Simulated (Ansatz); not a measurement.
# AuAs: the cost of one run

Method: DFT PBEsol, scalar-relativistic, plane waves, PAW, in Ansatz 0.2.0.

## (1) Starting point

The structure is cubic, space group F-43m (No. 216). Conventional cell: a = 5.158 Å, b = 5.158 Å, c = 5.158 Å, α = 90.00°, β = 90.00°, γ = 90.00°. Around Au (site symmetry -43m) lie 4 As at 2.23 Å. Around As (site symmetry -43m) lie 4 Au at 2.23 Å.

Coordinates:

```cif
data_structure
_symmetry_space_group_name_H-M 'F-43m'
_symmetry_Int_Tables_number 216
_cell_length_a 5.1576
_cell_length_b 5.1576
_cell_length_c 5.1576
_cell_angle_alpha 90.000
_cell_angle_beta 90.000
_cell_angle_gamma 90.000
_cell_volume 137.20
loop_
_atom_site_label
_atom_site_type_symbol
_atom_site_symmetry_multiplicity
_atom_site_Wyckoff_symbol
_atom_site_fract_x
_atom_site_fract_y
_atom_site_fract_z
_atom_site_occupancy
Au1 Au 4 a 0.00000 0.00000 0.00000 1
As1 As 4 d 0.25000 0.25000 0.75000 1
```

## (2) At the starting volume

The input, input.yaml:

```yaml
crystal:
  lattice:
    - [0.0, 2.578822049, 2.578822049]
    - [2.578822049, 0.0, 2.578822049]
    - [2.578822049, 2.578822049, 0.0]
  atoms:
    - { symbol: Au, position: [0.0, 0.0, 0.0] }
    - { symbol: As, position: [0.25, 0.25, 0.25] }
basis:
  ecutwfc: 420
  ecutrho_ratio: 4
kpoints:
  mp_grid: { grid: [10, 10, 10] }
hamiltonian:
  xc: pbesol
scf:
  occupations: { method: gaussian, width: 0.05 }
output:
  forces: true
  stress: true
  eigenvalues: true
```

What time and memory should one allow on 4 threads of an Arm CPU, shared host?

About 2 s, with a peak of 0.34 GiB.
